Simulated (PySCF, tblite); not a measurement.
**CH₈O₂Si₃: geometry, infrared bands and NMR shifts**

What infrared bands and NMR shifts should CH₈O₂Si₃ (`[SiH3]O[Si@@H]1C[SiH2]O1`) show?

Computed with tblite 0.8.0 and PySCF 2.14.0, with density-fitted response routines of our own, on a single molecule in the gas phase. Atoms are numbered from 0 throughout.

## (1) The molecule as given

14 atoms, charge 0, multiplicity 1; geometry from: force field or distance geometry start.

Bonds of the start (Å): Si0–O1 1.66, O1–Si2 1.63, Si2–C3 1.88, C3–Si4 1.87, Si4–O5 1.66, O5–Si2 1.67, Si0–H6 1.48, Si0–H7 1.48, Si0–H8 1.48, Si2–H9 1.49, C3–H10 1.10, C3–H11 1.10, Si4–H12 1.49, Si4–H13 1.49.

## (2) Geometry optimisation with GFN2-xTB

What the job is given:

```
{"job": {"kind": "relax", "xc": "GFN2-xTB", "basis": "xTB"}, "charge": 0, "multiplicity": 1}
Si     2.879700     0.222800     0.411600
O      1.299700    -0.292300     0.454700
Si    -0.205200     0.301200     0.291400
C     -1.606100    -0.949900     0.389500
Si    -2.155600     0.027800    -1.103100
O     -0.595100     0.565600    -1.313100
H      3.074400     1.284000     1.431300
H      3.192100     0.774000    -0.926000
H      3.782200    -0.913800     0.709200
H     -0.436400     1.523300     1.106300
H     -1.315600    -1.989400     0.188600
H     -2.252400    -0.896700     1.277600
H     -3.076600     1.155300    -0.787700
H     -2.585900    -0.812300    -2.252000
```

On the command line:

```sh
$ OMP_NUM_THREADS=1 python probes_run.py task.json out
```

This one command runs all jobs of the session in turn.

**Question.** This job is followed by: GFN2-xTB harmonic vibrations, gas phase; GIAO PBE0/pcSseg-1 NMR shielding, non-relativistic, gas phase. What will the session give for the following? strongest single infrared mode (GFN2-xTB); zero-point energy (GFN2-xTB); ¹³C shifts against TMS (PBE0/pcSseg-1); ¹H shifts against TMS (PBE0/pcSseg-1, means over atoms taken as alike); ²⁹Si shifts against TMS (PBE0/pcSseg-1); ¹⁷O shifts against H2O (PBE0/pcSseg-1).

**Answer**, as computed:

```
                                                              quantity                                   value
                             strongest single infrared mode (GFN2-xTB)                   1087 cm⁻¹, 634 km/mol
                                          zero-point energy (GFN2-xTB)                           52.9 kcal/mol
                                ¹³C shifts against TMS (PBE0/pcSseg-1)                                14.0 ppm
¹H shifts against TMS (PBE0/pcSseg-1, means over atoms taken as alike)  5.56, 5.47, 5.25, 5.20, 1.31, 1.23 ppm
                               ²⁹Si shifts against TMS (PBE0/pcSseg-1)                  -5.4, -16.1, -43.5 ppm
                                ¹⁷O shifts against H2O (PBE0/pcSseg-1)                         126.3, 65.1 ppm
```

In words: Relaxing lowered the energy by 0.382 eV in 103 steps; the close pair that moved most is Si2–Si4, from 2.413 to 2.541 Å. All 36 modes are real, so the xTB geometry is a minimum. The strongest single mode, at 1087 cm⁻¹, moves mainly O1. Unscaled tight-binding wavenumbers are off by several per cent, some by more. Its intensities can rank the bands wrongly. At PBE0/pcSseg-1: The largest span, 192 ppm, is at O5, where the paramagnetic term is -190 ppm.
